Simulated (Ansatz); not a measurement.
# AlRh: the cost of one run

Program: Ansatz 0.2.0. Level of theory: DFT PBEsol, frozen-core PAW, scalar-relativistic unless said. These are calculated values, not measurements.

## Step 1: The starting structure

The structure is cubic, space group Pm-3m (No. 221). The conventional cell has a = 2.977 Å, b = 2.977 Å, c = 2.977 Å, α = 90.00°, β = 90.00°, γ = 90.00°. Al (site symmetry m-3m) has 8 Rh at 2.58 Å as nearest neighbours. Rh (site symmetry m-3m) is surrounded by 8 Al at 2.58 Å.

Structure file:

```
CELL_PARAMETERS angstrom
2.97732 0.00000 0.00000
0.00000 2.97732 0.00000
0.00000 0.00000 2.97732
ATOMIC_POSITIONS crystal
Al 0.00000 0.00000 0.00000
Rh 0.50000 0.50000 0.50000
```

Cartesian axes are those of the input's lattice vectors. The structure goes back to a database entry.

## Step 2: Cell and atoms relaxed, PAW

input.yaml reads:

```yaml
crystal:
  lattice:
    - [2.97732247, 0.0, 0.0]
    - [0.0, 2.97732247, 0.0]
    - [0.0, 0.0, 2.97732247]
  atoms:
    - { symbol: Al, position: [0.0, 0.0, 0.0] }
    - { symbol: Rh, position: [0.5, 0.5, 0.5] }
kpoints:
  mp_grid: { grid: [16, 16, 16] }
scf:
  occupations: { method: fermi_dirac, width: 0.08 }
hamiltonian:
  xc: pbesol
  pseudopotentials: { kind: paw }
relax:
  f_tol: 0.002
  max_steps: 80
  cell: {}
output:
  forces: true
  stress: true
  write_density: true
  write_potential: true
  elf: true
  volumetric_format: npy
```

Launch:

```console
ansatz run input.yaml --threads 1 --pin off --max-ram 3072MiB --backend cpu --events-out ev --progress --plain --runs-dir out
```

What time and memory should one allow on 1 thread of Arm Neoverse V1, shared host?

About 12 s, with a peak of 0.35 GiB.
